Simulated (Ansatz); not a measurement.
# HgMo3: the cost of one run

Computed with Ansatz 0.2.0 (DFT PBE, scalar-relativistic, plane waves, PAW, unless a step's input says otherwise).

**1. Starting point**

The structure is hexagonal, space group P6_3/mmc (No. 194). Conventional cell: a = 5.869 Å, b = 5.869 Å, c = 4.710 Å, α = 90.00°, β = 90.00°, γ = 120.00°. Hg (site symmetry -6m2) has 12 Mo at 2.90 to 2.93 Å as nearest neighbours. Around Mo (site symmetry mm2) lie 4 Hg at 2.90 to 2.93 Å and 8 Mo at 2.90 to 2.94 Å.

Coordinates:

```cif
data_structure
_symmetry_space_group_name_H-M 'P6_3/mmc'
_symmetry_Int_Tables_number 194
_cell_length_a 5.8685
_cell_length_b 5.8685
_cell_length_c 4.7104
_cell_angle_alpha 90.000
_cell_angle_beta 90.000
_cell_angle_gamma 120.000
_cell_volume 140.49
loop_
_atom_site_label
_atom_site_type_symbol
_atom_site_symmetry_multiplicity
_atom_site_Wyckoff_symbol
_atom_site_fract_x
_atom_site_fract_y
_atom_site_fract_z
_atom_site_occupancy
Hg1 Hg 2 c 0.33333 0.66667 0.25000 1
Mo1 Mo 6 h 0.83300 0.66600 0.25000 1
```

(A quick probe on a coarse mesh, which set the mesh and smearing, is not shown.)

**3. Rough relaxation on the coarse mesh**

The input, input.yaml:

```yaml
crystal:
  lattice:
    - [5.8685209308, 0.0, 0.0]
    - [-2.9342604654, 5.0822882087, 0.0]
    - [0.0, 0.0, 4.7103935147]
  atoms:
    - { symbol: Hg, position: [0.3333333333, 0.6666666667, 0.25] }
    - { symbol: Hg, position: [0.6666666667, 0.3333333333, 0.75] }
    - { symbol: Mo, position: [0.833, 0.666, 0.25] }
    - { symbol: Mo, position: [0.167, 0.833, 0.75] }
    - { symbol: Mo, position: [0.334, 0.167, 0.25] }
    - { symbol: Mo, position: [0.167, 0.334, 0.75] }
    - { symbol: Mo, position: [0.833, 0.167, 0.25] }
    - { symbol: Mo, position: [0.666, 0.833, 0.75] }
basis:
  ecutwfc: 420
kpoints:
  mp_grid: { grid: [3, 3, 4] }
hamiltonian:
  xc: pbe
scf:
  occupations: { method: gaussian, width: 0.1 }
  lower_state_search: "off"
output:
  forces: true
  stress: true
  eigenvalues: true
relax:
  adjacent_minimum: "off"
  f_tol: 0.04
  max_steps: 70
  cell: { stress_tol: 0.4 }
```

Launch:

```console
$ ansatz run input.yaml --threads 1 --pin off --max-ram 2560MiB --backend cpu --events-out ev --progress --plain --runs-dir out
```

**Question.** How long does this run take on 1 thread of Intel Xeon Platinum 8259CL at 2.50GHz (Skylake/Cascade Lake), shared host, and how much memory does it need?

About 34 s, with a peak of 0.47 GiB.
